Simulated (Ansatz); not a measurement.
**TiF+ (quintet): wave-function methods side by side, def2-TZVPP**

An exercise on one series of results from a longer session: the logs are not shown, and one member is left open.

Program: Ansatz 0.2.0, Gaussian basis. Level of theory: def2-TZVPP, core rule «outside noble gas», up to 10 orbitals frozen. These are calculated values, not measurements.

Plan: UHF; CCSD(T) on ROHF; CCSD(T) on UHF; CCSDT(Q) on ROHF; CCSDT(Q) on UHF.

10 further runs of the same task are left out: 6 for a known fault of the program, 4 set aside as unsound or not needed.

### The geometry

The geometry is a PBE0/def2-TZVP stationary point (not a proven minimum) of the parent state, kept for this charge and spin.

2 atoms, charge 1, spin multiplicity 5.

Atoms are counted from 1 here; the program's logs count them from 0.

Bond lengths: Ti1–F2 1.739 Å.

The first run:

Input file in.yaml:

```yaml
crystal:
  periodic: [false, false, false]
  atoms:
    - {symbol: Ti, position_ang: [0.000000, 0.000000, 0.000000]}
    - {symbol: F, position_ang: [0.000000, 0.000000, 1.738600]}
basis:
  gaussian: {orbitals: def2-TZVPP}
total_charge: 1
magnetization: {spin_polarized: true, initial_magnetization: 4}
hamiltonian: {xc: hf}
output: {orbitals: {seedname: orbitals}}
```

Command:

```console
> ansatz run in.yaml --threads 1 --pin off --events-out ev --progress --plain --max-ram 2816MiB --backend cpu
```

Among the steps run: UHF; CCSD(T) on ROHF; CCSD(T) on UHF; CCSDT(Q) on ROHF; CCSDT(Q) on UHF.

One table of the session follows, with a row left open; its other results are not shown here.

It belongs to the step «Misses and costs». 

| method | from RCCSDT(Q) (meV) |
| --- | --- |
| ROHF | +6783.7 |
| UHF | +6543.7 |
| RMP2 | ? |
| UMP2 | +590.4 |
| RCCSD | +173.6 |
| UCCSD | +70.9 |
| RCCSD(T) | +41.5 |
| UCCSD(T) | -57.7 |
| RCCSDT | +9.6 |
| UCCSDT | -78.1 |
| RCCSDT(Q) | 0 |
| UCCSDT(Q) | -82.7 |

**Question.** Estimate the row for RMP2.

**Answer.** from RCCSDT(Q) (meV): +687.0. In the column «from RCCSDT(Q) (meV)» it lies between UMP2 (+590.4) and UHF (+6543.7).

To keep in mind: Restricted and unrestricted rows rest on different reference determinants; where their highest levels disagree by more than a few hundredths of an eV, they describe different states and don't form one ladder.
